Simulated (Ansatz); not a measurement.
# AsH7SSi2: one species, many methods

One table from this session's results is given with a row withheld; the runs are named, their logs left out.

Method: functionals in def2-TZVPP, the program's frozen cores in correlated methods; program: Ansatz 0.2.0, Gaussian basis.

Levels to be run: PBE-D4, r2SCAN-D4, PBE0-D4, B3LYP-D4, ωB97X-V, ωB97M-V, B2PLYP; CCSD(T)/def2-TZVPP; MP2/def2-QZVPP; extrapolation to the limit.

## The geometry

The geometry comes from an earlier relaxation with PBE0-D4 in a triple-zeta def2 set; it is a stationary point, not always the lowest conformer.

SMILES `[SiH3]S[AsH][SiH3]`, 11 atoms, charge 0, spin multiplicity 1.

Atoms are counted from 1 here; the program's logs count them from 0.

Bond lengths: Si1–S2 2.134 Å, Si1–H5 1.485 Å, Si1–H6 1.485 Å, Si1–H7 1.485 Å, S2–As3 2.261 Å, As3–Si4 2.368 Å, As3–H8 1.525 Å, Si4–H9 1.484 Å, Si4–H10 1.484 Å, Si4–H11 1.488 Å. Angles: S2–Si1–H5 111.0°, S2–Si1–H6 106.0°, S2–Si1–H7 111.1°, H5–Si1–H6 109.9°, H5–Si1–H7 108.8°, H6–Si1–H7 110.1°, Si1–S2–As3 96.0°, S2–As3–Si4 93.3°, S2–As3–H8 95.4°, Si4–As3–H8 93.4°, As3–Si4–H9 111.3°, As3–Si4–H10 107.1°, As3–Si4–H11 108.8°, H9–Si4–H10 110.0°, H9–Si4–H11 109.9°, H10–Si4–H11 109.6°.

The first run:

File in.yaml:

```yaml
crystal:
  periodic: [false, false, false]
  atoms:
    - {symbol: Si, position_ang: [0.311562, 2.503355, 0.082838]}
    - {symbol: S, position_ang: [-0.305357, 0.733572, 1.102956]}
    - {symbol: As, position_ang: [1.033412, -0.678754, -0.047346]}
    - {symbol: Si, position_ang: [-0.698952, -2.255038, -0.398323]}
    - {symbol: H, position_ang: [0.054012, 2.394861, -1.376086]}
    - {symbol: H, position_ang: [-0.496795, 3.608548, 0.656895]}
    - {symbol: H, position_ang: [1.757902, 2.765726, 0.294684]}
    - {symbol: H, position_ang: [1.567265, -1.404825, 1.182437]}
    - {symbol: H, position_ang: [-1.458355, -2.510231, 0.851088]}
    - {symbol: H, position_ang: [-1.598863, -1.690386, -1.434293]}
    - {symbol: H, position_ang: [-0.100432, -3.523927, -0.894151]}
basis:
  gaussian: {orbitals: def2-TZVPP}
hamiltonian: {xc: pbe, dispersion: d4}
output: {forces: true, orbitals: {seedname: orbitals}}
```

Started as:

```bash
$ ansatz run in.yaml --threads 4 --pin off --events-out ev --progress --plain --max-ram 10444MiB
```

Steps of the session up to this table: PBE-D4 (GGA); r2SCAN-D4 (meta-GGA); PBE0-D4 (hybrid); B3LYP-D4 (hybrid); ωB97X-V (range-separated); ωB97M-V (range-separated); B2PLYP (double hybrid); CCSD(T) in def2-TZVPP; MP2 in def2-QZVPP.

One table of the session follows, with a row left open; its other results are not shown here.

```
            method  atomisation energy (kcal/mol)
            PBE-D4                          732.6
         r2SCAN-D4                          737.4
           PBE0-D4                          728.2
          B3LYP-D4                          738.0
           ωB97X-V                          747.4
           ωB97M-V                          738.1
            B2PLYP                          722.9
     HF/def2-TZVPP                          532.6
    MP2/def2-TZVPP                          708.2
   CCSD/def2-TZVPP                              ?
CCSD(T)/def2-TZVPP                          715.2
           MP2/CBS                          730.7
       CCSD(T)/CBS                          737.7
```

Estimate the missing values for CCSD/def2-TZVPP.

**Answer.** atomisation energy (kcal/mol): 705.6. In the column «atomisation energy (kcal/mol)» it lies between HF/def2-TZVPP (532.6) and MP2/def2-TZVPP (708.2).

To keep in mind: Free atoms (2 Si, 1 S, 1 As, 7 H) were run apart at each level; the atomisation energy is their sum less the molecule, without zero-point or spin-orbit terms.
